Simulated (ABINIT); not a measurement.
# TaWC2: band structure with PBE

TaWC2:

```
CELL_PARAMETERS angstrom
1.57186 0.90751 5.10162
-1.57186 0.90751 5.10162
0.00000 -1.81502 5.10162
ATOMIC_POSITIONS crystal
W 0.00000 0.00000 0.00000
Ta 0.50000 0.50000 0.50000
C 0.25093 0.25093 0.25093
C 0.74907 0.74907 0.74907
```

The cell comes from a database or a generator and needn't be the stable form of this composition.

| Quantity | Value |
| --- | --- |
| Program | ABINIT 10.8.3 (patched build) |
| Task | band structure |
| Functional | PBE |
| Potentials or basis | JTH PAW PBE v2.0 |
| Cutoff | 517 eV |
| k mesh | 10 × 10 × 10 |
| Occupations | fermi-dirac, width 0.05 eV |
| Spin | no spin polarisation |
| Fine-grid cutoff | 1034.03 eV |

The pressure is -2.4 GPa. The largest force is 0.051 eV/Å and the band gap on the k mesh is none (metal or under the smearing width). The valence electrons inside the program's atomic spheres are W 11.74; Ta 10.70; C 2.47.

Forces in eV/Å, atoms in the order of the input:
```
W    0.000  0.000  0.000
Ta   0.000  0.000  0.000
C    0.000  0.000  0.051
C    0.000  0.000 -0.051
```

Levels at the corners of the path, in eV from the Fermi level:
```tsv
point	band 15	band 16	band 17	band 18	band 19	band 20	band 21	band 22
Γ	-2.16	-2.03	-0.81	-0.81	-0.75	-0.21	-0.21	1.93
L	-4.82	-4.44	-1.29	-0.72	1.45	2.14	3.11	3.62
B1	-4.95	-4.93	-0.44	-0.09	1.21	2.20	2.96	3.02
```

It took 6.5 min on 1 thread of Arm Neoverse V1 (shared host), peak memory 0.27 GiB.

Caveat: spin-orbit coupling is left out, which moves the levels of the heavy elements.
